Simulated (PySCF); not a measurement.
# H6N2Nd (Nd(NH3)23+): the cost of one run

Method: TPSS, Nd lcecp-1-SVP with ECP49, N def2-SVP, H def2-SVP; scalar-relativistic core potentials, no spin–orbit coupling; program: PySCF 2.14.0.

### Step 1. Where the work starts

9 atoms, charge 3, spin multiplicity 1.

Bond lengths: Nd1–N2 2.457 Å, Nd1–N6 2.457 Å, N2–H3 1.046 Å, N2–H4 1.048 Å, N2–H5 1.048 Å, N6–H7 1.048 Å, N6–H8 1.048 Å, N6–H9 1.046 Å. Angles: N2–Nd1–N6 113.3°, Nd1–N2–H3 116.5°, Nd1–N2–H4 115.5°, Nd1–N2–H5 114.4°, H3–N2–H4 102.9°, H3–N2–H5 103.0°, H4–N2–H5 102.7°, Nd1–N6–H7 115.7°, Nd1–N6–H8 114.3°, Nd1–N6–H9 116.3°, H7–N6–H8 102.8°, H7–N6–H9 102.9°, H8–N6–H9 103.0°.

As a file:

```xyz
9
H6N2Nd
Nd   -0.6576   -0.9475    0.0001
N     0.1109    0.1641    2.0520
H     1.0024    0.7070    1.9829
H    -0.5552    0.8593    2.4648
H     0.2931   -0.4857    2.8534
N     0.1104    0.1637   -2.0523
H     1.0694   -0.1013   -2.3805
H    -0.4834   -0.0263   -2.8943
H     0.1527    1.2089   -2.0262
```

Formal oxidation states: Nd +3. Each metal's 3 4f electrons lie in its core potential, so multiplicities, spins and levels count the valence alone. An earlier session relaxed this geometry at TPSS, Nd lcecp-1-SVP with ECP49, N def2-SVP, H def2-SVP (singlet, point group C1).

Its energy there is -145.841133 Eh.

### Step 2. Atoms moved at random, σ = 0.15 Å

Contents of run.py (the lines that set the calculation):

```python
mol = gto.M(atom='''
Nd    -0.69935    -0.86104    -0.05274
N      0.05034     0.15362     2.03106
H      0.69101     0.69051     1.99049
H     -0.72809     0.86227     2.49704
H      0.23010    -0.75148     2.80869
N      0.26125     0.27469    -2.28097
H      1.37926     0.05583    -2.20591
H     -0.39069     0.10245    -2.82650
H      0.24898     1.01552    -1.96116''',
    basis={'Nd': 'lcecp-1-SVP', 'N': 'def2-SVP', 'H': 'def2-SVP'},
    ecp={'Nd': 'lcecp-1-SVP'},
    charge=3, spin=0)
mf = dft.RKS(mol, xc='TPSS')
mf.grids.atom_grid = (50, 194)  # f atoms: unpruned, at least (60, 302)
mf = mf.density_fit()  # fitting sets: Nd AutoAux, N def2-universal-JKFIT, H def2-universal-JKFIT
mf.conv_tol = 1e-08; mf.max_cycle = 55
mf.kernel(dm0)  # dm0: the density of the relaxed state
```

Started as:

```console
> OMP_NUM_THREADS=2 python run.py
```

**Question.** How long does this run take on 2 threads of Arm Neoverse V1, shared host?

About 5.4 s.
